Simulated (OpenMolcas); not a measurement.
# Mo³⁺ among point charges: CASSCF and CASPT2 levels and susceptibility

Aim: the splitting of the states of Mo³⁺ in the field of 5 point charges, its lowest levels with spin-orbit coupling and its magnetic susceptibility.

The numbers are computed with OpenMolcas 26.06 (state-averaged CASSCF and CASPT2, spin-orbit coupling by RASSI with atomic mean-field integrals), except any that are marked as measured or tabulated.

**1. The system**

| Property | Result |
| --- | --- |
| Species | Mo³⁺ (molybdenum, Z = 42, 39 electrons) |
| Basis | ANO-RCC-VDZP [6s5p3d1f], 43 functions |
| Scalar Hamiltonian | DKH2, point nucleus |
| Inactive shells | 1s 2s 2p 3s 3p 3d 4s 4p |
| Active space | 3 electrons in 5 orbitals (4d) |
| Some configurations of this space | 4d³ |
| Orbitals | optimised for each spin and parity, averaged over all roots |

The outer shells:

4d3
```
4d [↑ ][↑ ][↑ ][  ][  ]
```

The ion sits among 5 point charges of -2 e arranged as a square pyramid (C4v), 2.24 Å from the ion, with the axial distance 2.307 Å.

The work runs as a chain of OpenMolcas steps in one folder; each step below is one input file. Labels, J, g values, rates, χT and fits are worked out afterwards by a script from the matrices that RASSI stores.

**2. One- and two-electron integrals**

The input, a.inp:

```
&GATEWAY
Coord
1

Mo 0.0 0.0 0.0
Basis=ANO-RCC-VDZP
Group=NoSym
NoMove
AngMom=0.0 0.0 0.0
AMFI
XField
5 Angstrom 0
2.240000 0.000000 0.000000 -2.000000
0.000000 2.240000 0.000000 -2.000000
-2.240000 0.000000 0.000000 -2.000000
0.000000 -2.240000 0.000000 -2.000000
0.000000 0.000000 2.307200 -2.000000
&SEWARD
```

On the command line:

```
OMP_NUM_THREADS=1 MOLCAS_MEM=1689 MOLCAS_PROJECT=a pymolcas a.inp > a.log
```

**3. Reference wave functions, quartets, 10 roots**

The input, a.inp:

```
&RASSCF
FileOrb=start.orb
Symmetry=1
Spin=4
nActEl=3 0 0
Inactive=18
Ras2=5
CIRoot=10 10 1
SDav=10
CIMx=300
Iter=120 100
PrWF=0.3
OrbListing=Nothing
MaxOrb=0
>>> COPY $Project.JobIph JOB001
```

start.orb holds the contracted functions of the basis, ordered by shell, or the orbitals of the step before.

**4. CASSCF: doublets, 40 roots**

The input, a.inp:

```
&RASSCF
FileOrb=start.orb
Symmetry=1
Spin=2
nActEl=3 0 0
Inactive=18
Ras2=5
CIRoot=40 40 1
SDav=40
CIMx=300
Iter=120 100
PrWF=0.3
OrbListing=Nothing
MaxOrb=0
>>> COPY $Project.JobIph JOB002
```

**5. State interaction with spin-orbit coupling**

The input, a.inp:

```
&RASSI
NrOfJobIphs=2 10 40
1 2 3 4 5 6 7 8 9 10
1 2 3 4 5 6 7 8 9 10 11 12 13 14 15 16 17 18 19 20 21 22 23 24 25 26 27
28 29 30 31 32 33 34 35 36 37 38 39 40
IphNames
JOB001
JOB002
EJob
SpinOrbit
DIPRint=1.0
SOCoupling=1000.0
Subsets=2
Property=9
'ANGMOM' 1 'ANGMOM' 2 'ANGMOM' 3 'MLTPL  1' 1 'MLTPL  1' 2 'MLTPL  1' 3
'AMFI' 1 'AMFI' 2 'AMFI' 3
SOProperty=3
'ANGMOM' 1 'ANGMOM' 2 'ANGMOM' 3
```

**6. CASPT2: IPEA 0.25, imaginary shift 0.1 (closed shells correlated: 4s 4p)**

The input, a.inp:

```
>>> COPY JOB001 $Project.JobIph
&CASPT2
Multistate=10 1 2 3 4 5 6 7 8 9 10
NoMult
Frozen=14
IPEA=0.25
Imaginary=0.1
MaxIter=60
WThr=0.0 0.3 0.05
PrWF=0.5
NoMix
>>> COPY JOB002 $Project.JobIph
&CASPT2
Multistate=40 1 2 3 4 5 6 7 8 9 10 11 12 13 14 15 16 17 18 19 20 21 22
23 24 25 26 27 28 29 30 31 32 33 34 35 36 37 38 39 40
NoMult
Frozen=14
IPEA=0.25
Imaginary=0.1
MaxIter=60
WThr=0.0 0.3 0.05
PrWF=0.5
NoMix
```

(Steps that only read results are left out.)

Q: Predict the outcome of this session. Wanted: spin-free ground state; first state of the same spin within the active space; lowest level; next level.

**Answer**, as computed:

| quantity | value |
| --- | --- |
| method | SS-CASPT2, IPEA 0.25, imaginary shift 0.1 (closed shells correlated: 4s 4p) |
| spin-free ground state | quartet, 1-fold in its orbital part |
| first state of the same spin within the active space | quartet at 2620 cm⁻¹ |
| lowest level | 2-fold, g = 1.96, 3.44, 3.44 |
| next level | 26.2 cm⁻¹ |
| χT at 300 K | 1.57 cm³ K/mol |
| effective moment at 300 K | 3.54 μB |

Cost by method:

```
                                              method  time of its own steps  time with the reference
                                           A. CASSCF                   13 s                     13 s
B. SS-CASPT2, IPEA 0.25, imaginary shift 0.1, +4s 4p                  5.7 s                     19 s
```

Times are of one thread on a shared host.

What this shows: The spin-free ground state (quartet) comes to 50 % from free-ion F terms and keeps the highest spin of the shell. χT at 300 K is 1.57, against 1.88 cm³ K/mol for the spin alone, so spin-orbit coupling lowers it. The field of point charges can differ much from that of real complexes. This is an electrostatic model: the charges have no orbitals.
